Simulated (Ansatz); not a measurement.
Geometry optimisation, DFT LDA, scalar-relativistic, plane waves, PAW (Ansatz).

input.yaml

```yaml
crystal:
  lattice:
    - [9.423181, 0.0, 0.0]
    - [0.0, 6.663195, 0.0]
    - [0.0, 0.0, 19.067386]
  atoms:
    - { symbol: La, position: [0.25000001, 0.0, 0.17599661] }
    - { symbol: Bi, position: [0.0, 0.0, 0.05244557] }
    - { symbol: La, position: [0.50000002, 0.50000003, 0.05244557] }
    - { symbol: Bi, position: [0.75000003, 0.50000003, 0.17599661] }
    - { symbol: La, position: [0.0, 0.50000003, 0.05244557] }
    - { symbol: Bi, position: [0.25000001, 0.50000003, 0.17599661] }
    - { symbol: La, position: [0.75000003, 0.0, 0.17599661] }
    - { symbol: Bi, position: [0.50000002, 0.0, 0.05244557] }
    - { symbol: La, position: [0.75000003, 0.0, 0.42309869] }
    - { symbol: Bi, position: [0.50000002, 0.0, 0.29954765] }
    - { symbol: La, position: [0.0, 0.50000003, 0.29954765] }
    - { symbol: Bi, position: [0.25000001, 0.50000003, 0.42309869] }
    - { symbol: La, position: [0.50000002, 0.50000003, 0.29954765] }
    - { symbol: Bi, position: [0.75000003, 0.50000003, 0.42309869] }
    - { symbol: La, position: [0.25000001, 0.0, 0.42309869] }
    - { symbol: Bi, position: [0.0, 0.0, 0.29954765] }
    - { symbol: Li, position: [0.58333336, 0.66666671, 0.53428331] }
basis:
  ecutwfc: 420.0
kpoints:
  mp_grid: { grid: [2, 3, 1] }
hamiltonian:
  xc: lda
scf:
  occupations: { method: gaussian, width: 0.1 }
  lower_state_search: "off"
relax:
  f_tol: 0.03
  max_steps: 60
  adjacent_minimum: "off"
  constraints: [{ sites: [1, 2, 4, 7] }]
output:
  write_density: true
  write_potential: true
  elf: true
  volumetric_format: npy
```

Command:

```bash
$ ansatz run input.yaml --threads 4 --pin off --max-ram 10240MiB --backend cpu --events-out ev --progress --plain --runs-dir out
```

Problem. Where does it end, and by what steps?

Solution. The forces met the threshold. Limits of this set-up: coarse k mesh, thin slab, slab without dipole correction. After 11 steps the energy has fallen by 1.747 eV; Li17 moved furthest, 1.88 Å. Joined: Bi12–Li17, La13–Li17.

| step | energy less start (eV) | largest force component (eV/Å) | accepted |
| --- | --- | --- | --- |
| 0 | 0.0000 | 1.225 | yes |
| 1 | -0.5202 | 0.512 | yes |
| 2 | -0.7867 | 0.493 | yes |
| 3 | -0.9888 | 0.507 | yes |
| 4 | -1.1713 | 0.512 | yes |
| 5 | -1.3351 | 0.474 | yes |
| 6 | -1.4798 | 0.387 | yes |
| 7 | -1.5978 | 0.273 | yes |
| 8 | -1.6873 | 0.181 | yes |
| 9 | -1.7229 | 0.252 | yes |
| 10 | -1.7455 | 0.055 | yes |
| 11 | -1.7471 | 0.006 | yes |

```xyz
17
Lattice="9.4232 0.0000 0.0000 0.0000 6.6632 0.0000 0.0000 0.0000 19.0674" Properties=species:S:1:pos:R:3
La 2.352 0.007 3.085
Bi 0.000 0.000 1.000
La 4.712 3.332 1.000
Bi 7.075 3.339 3.106
La 0.000 3.332 1.000
Bi 2.348 3.339 3.106
La 7.072 0.007 3.085
Bi 4.712 0.000 1.000
La 7.050 0.020 7.443
Bi 4.712 0.015 5.408
La 0.000 3.347 5.489
Bi 2.303 3.351 7.738
La 4.712 3.347 5.430
Bi 7.120 3.352 7.739
La 2.373 0.019 7.442
Bi 0.000 0.016 5.432
Li 4.711 3.366 8.868
```

Run time: 8.4 min on 4 threads of Intel(R) Xeon(R) Processor @ 2.50GHz (Skylake/Cascade Lake), with other jobs on the host, peak memory 3 GiB.
